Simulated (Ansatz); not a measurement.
# Ga3Sb: tests of the settings

This session on Ga3Sb sets out to sweep the set of potentials.

Program: Ansatz 0.2.0. Level of theory: DFT PBEsol, scalar-relativistic, plane waves, PAW for the base; runs at other levels say so in their headings and inputs. These are calculated values, not measurements.

2 further runs of the same task are left out: 1 for a known fault of the program, 1 set aside as unsound or not needed. Runs told in other sessions of the task aren't counted.

### Step 1. Starting point

The structure is tetragonal, space group I4/mmm (No. 139). The conventional cell has a = 4.318 Å, b = 4.318 Å, c = 9.521 Å, α = 90.00°, β = 90.00°, γ = 90.00°. Ga (site symmetry -4m2) has 8 Ga at 3.05 to 3.21 Å and 4 Sb at 3.21 Å in its first shell of neighbours. Ga (site symmetry 4/mmm) has 4 Sb at 3.05 Å and 8 Ga at 3.21 Å in its first shell of neighbours. Sb (site symmetry 4/mmm) is surrounded by 12 Ga at 3.05 to 3.21 Å.

As a file:

```cif
data_structure
_symmetry_space_group_name_H-M 'P 1'
_symmetry_Int_Tables_number 1
_cell_length_a 5.6554
_cell_length_b 5.6554
_cell_length_c 5.6554
_cell_angle_alpha 135.119
_cell_angle_beta 135.119
_cell_angle_gamma 65.346
_cell_volume 88.74
loop_
_atom_site_label
_atom_site_type_symbol
_atom_site_fract_x
_atom_site_fract_y
_atom_site_fract_z
_atom_site_occupancy
Ga1 Ga 0.75000 0.25000 0.50000 1
Ga2 Ga 0.25000 0.75000 0.50000 1
Ga3 Ga 0.50000 0.50000 0.00000 1
Sb1 Sb 0.00000 0.00000 0.00000 1
```

Source of the structure: the Materials Project (structure only). It is taken as it stands there.

### Step 2. The base run, which the others are set against

The input, input.yaml:

```yaml
crystal:
  lattice:
    - [-2.158799, 2.158799, 4.760484]
    - [2.158799, -2.158799, 4.760484]
    - [2.158799, 2.158799, -4.760484]
  atoms:
    - { symbol: Ga, position: [0.75, 0.25, 0.5] }
    - { symbol: Ga, position: [0.25, 0.75, 0.5] }
    - { symbol: Ga, position: [0.5, 0.5, 0.0] }
    - { symbol: Sb, position: [0.0, 0.0, 0.0] }
basis:
  ecutwfc: 420
kpoints:
  mp_grid: { grid: [14, 14, 14] }
hamiltonian:
  xc: pbesol
scf:
  occupations: { method: gaussian, width: 0.1 }
output:
  forces: true
  stress: true
  eigenvalues: true
  populations: true
  write_density: true
  write_potential: true
  elf: true
  volumetric_format: npy
```

Its results, from an earlier run: -4409.3247 eV/atom at zero smearing, pressure -3.47 GPa, largest force 0.000 eV/Å, no gap on the mesh, in 8 SCF cycles and 1.7 min.

### Step 3. Set of potentials set to PAW (harder set)

The input, input.yaml:

```yaml
crystal:
  lattice:
    - [-2.158799, 2.158799, 4.760484]
    - [2.158799, -2.158799, 4.760484]
    - [2.158799, 2.158799, -4.760484]
  atoms:
    - { symbol: Ga, position: [0.75, 0.25, 0.5] }
    - { symbol: Ga, position: [0.25, 0.75, 0.5] }
    - { symbol: Ga, position: [0.5, 0.5, 0.0] }
    - { symbol: Sb, position: [0.0, 0.0, 0.0] }
basis: {}
kpoints:
  mp_grid: { grid: [14, 14, 14] }
hamiltonian:
  xc: pbesol
  pseudopotentials: { kind: paw, source: ansatz }
scf:
  occupations: { method: gaussian, width: 0.1 }
output:
  forces: true
  stress: true
  eigenvalues: true
```

Started as:

```bash
> ansatz run input.yaml --threads 1 --pin off --max-ram 2560MiB --backend cpu --events-out ev --progress --plain --runs-dir out
```

### Step 4. Set of potentials set to norm-conserving potentials

Edit input.yaml of step 3 so:

```diff
@@ -15,3 +15,3 @@
   xc: pbesol
-  pseudopotentials: { kind: paw, source: ansatz }
+  pseudopotentials: { kind: nc }
 scf:
```

(Steps that only read results are left out.)

Q: Predict the outcome of the series: the values and the trend.

**Answer**, as computed:

| quantity | value |
| --- | --- |
| gap on the mesh (eV) by set of potentials | PAW (default set): metal; PAW (harder set): metal; norm-conserving potentials: metal |

What this shows: No run finds a gap on its mesh. The sets of potentials differ by 0.0 GPa in pressure; their total energies have different zeros and cannot be compared. Spin-orbit coupling is left out for Sb.
